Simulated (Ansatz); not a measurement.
# CH5AlFN: the cost of one run

All numbers below are computed with Ansatz 0.2.0 (RKS PBE-D4/def2-SVP).

### Step 1. Starting point

Bond lengths: C1–Al2 1.928 Å, Al2–N3 1.891 Å, Al2–F4 1.816 Å, C1–H5 1.124 Å, C1–H6 1.138 Å, C1–H7 1.124 Å, N3–H8 1.003 Å, N3–H9 1.083 Å. Angles: C1–Al2–N3 119.5°, C1–Al2–F4 120.7°, N3–Al2–F4 119.7°, Al2–C1–H5 113.1°, Al2–C1–H6 113.2°, Al2–C1–H7 111.3°, H5–C1–H6 107.7°, H5–C1–H7 105.4°, H6–C1–H7 105.6°, Al2–N3–H8 109.0°, Al2–N3–H9 108.6°, H8–N3–H9 104.1°.

Structure file:

```xyz
9

C    -0.6805    1.1922   -0.6583
Al    0.2125   -0.4749   -0.2848
N     0.5952   -0.9465    1.5060
F     0.7568   -1.5578   -1.6375
H    -0.0923    1.8635   -1.3407
H    -0.9304    1.7866    0.2800
H    -1.6615    1.0229   -1.1795
H     0.2230   -1.8600    1.6891
H     1.6657   -1.0723    1.6086
```

### Step 2. Relaxing end A

input.yaml

```yaml
crystal:
  periodic: [false, false, false]
  atoms:
    - { symbol: C, position_ang: [-0.6805, 1.1922, -0.6583] }
    - { symbol: Al, position_ang: [0.2125, -0.4749, -0.2848] }
    - { symbol: "N", position_ang: [0.5952, -0.9465, 1.506] }
    - { symbol: F, position_ang: [0.7568, -1.5578, -1.6375] }
    - { symbol: H, position_ang: [-0.0923, 1.8635, -1.3407] }
    - { symbol: H, position_ang: [-0.9304, 1.7866, 0.28] }
    - { symbol: H, position_ang: [-1.6615, 1.0229, -1.1795] }
    - { symbol: H, position_ang: [0.223, -1.86, 1.6891] }
    - { symbol: H, position_ang: [1.6657, -1.0723, 1.6086] }
basis:
  gaussian: { orbitals: def2-SVP }
hamiltonian:
  xc: pbe
  dispersion: d4
relax:
  f_tol: 0.015
  max_steps: 40
```

On the command line:

```sh
$ ansatz run input.yaml --threads 1 --pin off --max-ram 2048MiB --backend cpu --events-out ev --progress --plain --runs-dir out
```

What time and memory should one allow on 1 thread of AMD EPYC (Zen 3), shared host?

About 96 s, with a peak of 0.15 GiB.
